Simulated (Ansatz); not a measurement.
# C3H9BO3: the cost of one run

Program: Ansatz 0.2.0, Gaussian basis. Level of theory: the settings change from run to run. These are calculated values, not measurements.

### 1 The geometry

An earlier PBE0-D4 in a triple-zeta def2 set relaxation fixed the geometry.

SMILES `COB(OC)OC`, 16 atoms, charge 0, spin multiplicity 1.

Atoms are counted from 1 here; the program's logs count them from 0.

Bond lengths: C1–O2 1.412 Å, C1–H8 1.093 Å, C1–H9 1.093 Å, C1–H10 1.090 Å, O2–B3 1.363 Å, B3–O4 1.363 Å, B3–O6 1.363 Å, O4–C5 1.412 Å, C5–H11 1.093 Å, C5–H12 1.090 Å, C5–H13 1.093 Å, O6–C7 1.412 Å, C7–H14 1.090 Å, C7–H15 1.093 Å, C7–H16 1.093 Å. Angles: O2–C1–H8 111.3°, O2–C1–H9 111.3°, O2–C1–H10 107.6°, H8–C1–H9 108.3°, H8–C1–H10 109.2°, H9–C1–H10 109.2°, C1–O2–B3 120.2°, O2–B3–O4 120.0°, O2–B3–O6 120.0°, O4–B3–O6 120.0°, B3–O4–C5 120.2°, O4–C5–H11 111.3°, O4–C5–H12 107.6°, O4–C5–H13 111.3°, H11–C5–H12 109.2°, H11–C5–H13 108.3°, H12–C5–H13 109.2°, B3–O6–C7 120.2° and more.

### 2 B97M-V/6-31G

Set apart from the defaults: multiplicity 3, restricted open-shell orbitals, high accuracy.

The input, in.yaml:

```yaml
crystal:
  periodic: [false, false, false]
  atoms:
    - {symbol: C, position_ang: [1.410699, -1.915841, -0.348758]}
    - {symbol: O, position_ang: [0.647315, -1.089666, 0.504226]}
    - {symbol: B, position_ang: [-0.001625, -0.001624, 0.002746]}
    - {symbol: O, position_ang: [0.085179, 0.291381, -1.325068]}
    - {symbol: C, position_ang: [-0.585213, 1.418117, -1.848420]}
    - {symbol: O, position_ang: [-0.737339, 0.793591, 0.829165]}
    - {symbol: C, position_ang: [-0.829669, 0.493541, 2.205511]}
    - {symbol: H, position_ang: [0.789947, -2.357115, -1.133124]}
    - {symbol: H, position_ang: [2.219257, -1.354886, -0.825008]}
    - {symbol: H, position_ang: [1.838145, -2.712841, 0.260359]}
    - {symbol: H, position_ang: [-1.664839, 1.344903, -1.692938]}
    - {symbol: H, position_ang: [-0.379303, 1.456479, -2.918447]}
    - {symbol: H, position_ang: [-0.232483, 2.341619, -1.381631]}
    - {symbol: H, position_ang: [-1.459138, 1.254732, 2.667216]}
    - {symbol: H, position_ang: [0.154729, 0.504993, 2.680855]}
    - {symbol: H, position_ang: [-1.278361, -0.490080, 2.367715]}
basis:
  gaussian: {orbitals: 6-31G}
magnetization: {spin_polarized: false, initial_magnetization: 2}
hamiltonian: {xc: {name: B97M-V}}
accuracy: high
output: {forces: true}
```

Run with:

```bash
> ansatz run in.yaml --threads 2 --pin off --events-out ev --progress --plain --max-ram 32768MiB --backend cpu
```

**Question.** How long does this run take on 2 threads of AMD EPYC 7R13, shared host, and how much memory does it need?

About 4.6 min, with a peak of 1.2 GiB.
